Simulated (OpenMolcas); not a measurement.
**Cu³⁺ among point charges: CASSCF and CASPT2 levels and susceptibility**

How does a field of 6 point charges split the states of Cu³⁺, and what χT follows?

Program: OpenMolcas 26.06. Level of theory: state-averaged CASSCF and CASPT2, spin-orbit coupling by RASSI with atomic mean-field integrals. These are calculated values, not measurements, unless marked.

### 1 Starting point

| Item | Value |
| --- | --- |
| Species | Cu³⁺ (copper, Z = 29, 26 electrons) |
| Basis | ANO-RCC-VDZP [5s4p2d1f], 34 functions |
| Scalar Hamiltonian | DKH2, point nucleus |
| Inactive shells | 1s 2s 2p 3s 3p |
| Active space | 8 electrons in 5 orbitals (3d) |
| Some configurations of this space | 3d⁸ |
| Orbitals | optimised for each spin and parity, averaged over all roots |

Outer shells as boxes (Hund's rule):

3d8
```
3d [↑↓][↑↓][↑↓][↑ ][↑ ]
```

The ion sits among 6 point charges of -1.6 e arranged as an octahedron (Oh), 2.08 Å from the ion.

The work runs as a chain of OpenMolcas steps in one folder; each step below is one input file. Labels, J, g values, rates, χT and fits are worked out afterwards by a script from the matrices that RASSI stores. The input lists half of the charges; inversion (Group=XYZ) makes the rest.

### 2 GATEWAY and SEWARD: basis and integrals

File a.inp:

```
&GATEWAY
Coord
1

Cu 0.0 0.0 0.0
Basis=ANO-RCC-VDZP
Group=XYZ
NoMove
AngMom=0.0 0.0 0.0
AMFI
XField
3 Angstrom 0
2.080000 0.000000 0.000000 -1.600000
0.000000 2.080000 0.000000 -1.600000
0.000000 0.000000 2.080000 -1.600000
&SEWARD
```

On the command line:

```bash
$ OMP_NUM_THREADS=1 MOLCAS_MEM=1689 MOLCAS_PROJECT=a pymolcas a.inp > a.log
```

### 3 Reference wave functions, triplets of even parity, 10 roots

File a.inp:

```
&RASSCF
FileOrb=start.orb
Symmetry=1
Spin=3
nActEl=8 0 0
Inactive=3 6
Ras2=5 0
CIRoot=10 10 1
SDav=10
CIMx=300
Iter=120 100
PrWF=0.3
OrbListing=Nothing
MaxOrb=0
>>> COPY $Project.JobIph JOB001
```

start.orb holds the contracted functions of the basis, ordered by shell, or the orbitals of the step before.

### 4 Reference wave functions, singlets of even parity, 15 roots

File a.inp:

```
&RASSCF
FileOrb=start.orb
Symmetry=1
Spin=1
nActEl=8 0 0
Inactive=3 6
Ras2=5 0
CIRoot=15 15 1
SDav=15
CIMx=300
Iter=120 100
PrWF=0.3
OrbListing=Nothing
MaxOrb=0
>>> COPY $Project.JobIph JOB002
```

### 5 State interaction with spin-orbit coupling

File a.inp:

```
&RASSI
NrOfJobIphs=2 10 15
1 2 3 4 5 6 7 8 9 10
1 2 3 4 5 6 7 8 9 10 11 12 13 14 15
IphNames
JOB001
JOB002
EJob
SpinOrbit
DIPRint=1.0
SOCoupling=1000.0
Subsets=2
Property=9
'ANGMOM' 1 'ANGMOM' 2 'ANGMOM' 3 'MLTPL  1' 1 'MLTPL  1' 2 'MLTPL  1' 3
'AMFI' 1 'AMFI' 2 'AMFI' 3
SOProperty=3
'ANGMOM' 1 'ANGMOM' 2 'ANGMOM' 3
```

### 6 CASPT2: IPEA 0.25, imaginary shift 0.1 (closed shells correlated: 3s 3p)

File a.inp:

```
>>> COPY JOB001 $Project.JobIph
&CASPT2
Multistate=10 1 2 3 4 5 6 7 8 9 10
NoMult
Frozen=2 3
IPEA=0.25
Imaginary=0.1
MaxIter=60
WThr=0.0 0.3 0.05
PrWF=0.5
NoMix
>>> COPY JOB002 $Project.JobIph
&CASPT2
Multistate=15 1 2 3 4 5 6 7 8 9 10 11 12 13 14 15
NoMult
Frozen=2 3
IPEA=0.25
Imaginary=0.1
MaxIter=60
WThr=0.0 0.3 0.05
PrWF=0.5
NoMix
```

(Steps that only read results are left out.)

Before running it: what results should come out? Wanted: spin-free ground state; first state of the same spin within the active space; lowest level; next level.

The runs gave:

| quantity | value |
| --- | --- |
| method | SS-CASPT2, IPEA 0.25, imaginary shift 0.1 (closed shells correlated: 3s 3p) |
| spin-free ground state | 3A2, 1-fold in its orbital part |
| first state of the same spin within the active space | 3T2 at 1310 cm⁻¹ |
| lowest level | 3-fold T2 |
| next level | 1230.8 cm⁻¹ |
| χT at 300 K | 2.83 cm³ K/mol |
| effective moment at 300 K | 4.76 μB |

Cost by method:

```csv
method,time of its own steps,time with the reference
A. CASSCF,3.9 s,3.9 s
"B. SS-CASPT2, IPEA 0.25, imaginary shift 0.1, +3s 3p",1.2 s,5.1 s
```

Times are of one thread on a shared host.

**Reading.** The spin-free ground state (3A2) comes to 100 % from free-ion F terms and keeps the highest spin of the shell. χT at 300 K is 2.83, against 1.00 cm³ K/mol for the spin alone, so orbital moment adds to it. CASPT2 does not keep the components of a term degenerate, and the means are used. The field of point charges can differ much from that of real complexes. This is an electrostatic model: the charges have no orbitals.
